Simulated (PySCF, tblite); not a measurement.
# C2HBCl2+ (doublet): infrared bands and EPR parameters

Aim: predict the infrared bands and EPR parameters of C2HBCl2+ (doublet) (`[CH+]=[C]B(Cl)Cl`).

Computed with tblite 0.8.0 and PySCF 2.14.0, with density-fitted response routines of our own, on a single molecule in the gas phase. Atoms are numbered from 0 throughout.

## (1) The starting structure

6 atoms, charge 1, multiplicity 2; geometry from: GFN2-xTB.

Bonds of the start (Å): C0–C1 1.21, C1–B2 1.52, B2–Cl3 1.72, B2–Cl4 1.67, C0–H5 1.06.

## (2) Vibrational analysis with GFN2-xTB

The job: settings as JSON, then the geometry in Å.

```
{"job": {"kind": "ir", "xc": "GFN2-xTB", "basis": "xTB"}, "charge": 1, "multiplicity": 2}
C      1.624999    -0.003042     0.040473
C      0.417626    -0.025196     0.012463
B     -1.106761    -0.044773    -0.024465
Cl    -1.570387     1.591129    -0.314088
Cl    -2.043908    -1.414938     0.180086
H      2.681552    -0.101189     0.083957
```

The log of the run:

```text
mode    cm-1     km/mol
  1     104.6      1.78
  2     211.4      3.64
  3     225.1      3.15
  4     361.2      8.02
  5     426.9     16.11
  6     453.9      1.00
  7     651.0     33.11
  8     666.0     30.40
  9     710.7     38.18
 10     958.7      5.71
 11    2110.6    197.90
 12    3236.1    311.93
```

The strongest bands and the atoms that carry them (share of the mass-weighted mode):

```csv
cm⁻¹,km/mol,atoms
361,8.0,C1 79 %
427,16.1,"B2 62 %, C1 31 %"
651,33.1,"H5 81 %, C0 17 %"
666,30.4,"H5 71 %, C0 15 %"
711,38.2,"B2 70 %, H5 12 %"
959,5.7,"B2 77 %, C0 13 %"
2111,197.9,"C1 56 %, C0 35 %"
3236,311.9,"H5 86 %, C0 13 %"
```

## (3) EPR parameters: B3LYP/pcH-1

The job, as its differences from that of step 2:

```diff
@@ -1,2 +1,2 @@
-{"job": {"kind": "ir", "xc": "GFN2-xTB", "basis": "xTB"}, "charge": 1, "multiplicity": 2}
+{"job": {"kind": "epr", "basis": "pcH-1"}, "charge": 1, "multiplicity": 2}
 C      1.624999    -0.003042     0.040473
```

Level: UKS B3LYP, pcH-1 on B C Cl H, non-relativistic, mean-field spin-orbit, GIAO.

The log of the run:

```text
UKS, coarse grid
  cycle   1  E = -1021.68170439  |g| = 2.47e-01
  cycle   2  E = -1021.62874781  |g| = 3.49e-01
  cycle   3  E = -1021.69933385  |g| = 1.26e-01
  cycle   4  E = -1021.70621177  |g| = 5.44e-02
  cycle   5  E = -1021.70746145  |g| = 3.39e-02
  cycle   6  E = -1021.70821125  |g| = 7.46e-03
  cycle   7  E = -1021.70825039  |g| = 1.59e-03
  cycle   8  E = -1021.70825654  |g| = 1.47e-03
  cycle   9  E = -1021.70825874  |g| = 8.96e-04
UKS, final grid
  cycle   1  E = -1021.70825538  |g| = 1.61e-03
  cycle   2  E = -1021.70825019  |g| = 3.54e-03
  cycle   3  E = -1021.70825687  |g| = 3.98e-04
  cycle   4  E = -1021.70825698  |g| = 1.26e-04
  cycle   5  E = -1021.70825701  |g| = 1.17e-04
  cycle   6  E = -1021.70825704  |g| = 3.01e-05
  cycle   7  E = -1021.70825704  |g| = 6.69e-06
E = -1021.70825704 Eh   <S^2> = 0.7547 (exact 0.7500)
g shifts (ppm)      1          2          3
  rmc          -216       -216       -216
  gc             59         21         24
  oz_so       10069      12620      50421
  total        9912      12464      50268
hyperfine (MHz)  atom isotope    a_iso     a_fc   dipolar eigenvalues
    0   13C      25.47      25.47    -41.72    -40.69     82.41
    1   13C       9.42       9.42    -32.02    -21.77     53.79
    2   11B     -13.40     -13.40     -3.24      1.08      2.15
    3  35Cl      11.79      11.79    -62.53    -60.78    123.32
    4  35Cl      -0.41      -0.41    -10.08     -9.00     19.07
    5    1H     -40.39     -40.39    -19.16     -4.98     24.14
```

It took 12 s on 1 thread, shared host.

Principal g values 2.01223, 2.01478, 2.05259; g(iso) = 2.02653, against 2.00232 for a free electron. They are not to be trusted: the run shows a large g shift, which the driver flags as unsure.

Hyperfine couplings; where a row names several nuclei, a(iso) is their mean (it holds for fast rotation or exchange) and the dipolar term the largest among them:

```csv
nuclei,isotope,a(iso) (MHz),"a(iso) (G, at g = 2.0023)",largest dipolar term (MHz)
H5,1H,-40.4,-14.4,24.1
C0,13C,25.5,9.1,82.4
B2,11B,-13.4,-4.8,-3.2
C1,13C,9.4,3.4,53.8
"Cl3, Cl4",35Cl,5.7,2.0,123.3
```

Mulliken spin populations:

```csv
atom,value (e)
C0,0.46
C1,0.22
B2,-0.03
Cl3,0.33
Cl4,0.04
H5,-0.02
```

## (4) Outcome

| quantity | value |
| --- | --- |
| strongest single infrared mode (GFN2-xTB) | 3236 cm⁻¹, 312 km/mol |
| zero-point energy (GFN2-xTB) | 14.5 kcal/mol |
| g(iso) (B3LYP) | 2.02653 |
| ⟨S²⟩ | 0.755 (exact 0.75) |
| largest a(iso) (averaged by class) | 1H on H5, -40.4 MHz |
| property runs in this session | 1, of which 0 failed and 1 gave unsound results |

All 12 modes are real, so the xTB geometry is a minimum. The strongest single mode, at 3236 cm⁻¹, moves mainly H5. Unscaled tight-binding wavenumbers are off by several per cent, some by more. Its intensities can rank the bands wrongly. The largest spin populations lie on C0 (0.46 e), Cl3 (0.33 e). The isotropic g lies 24.2 ppt above the free-electron value. These values are not to be trusted: the run shows a large g shift, which the driver flags as unsure.
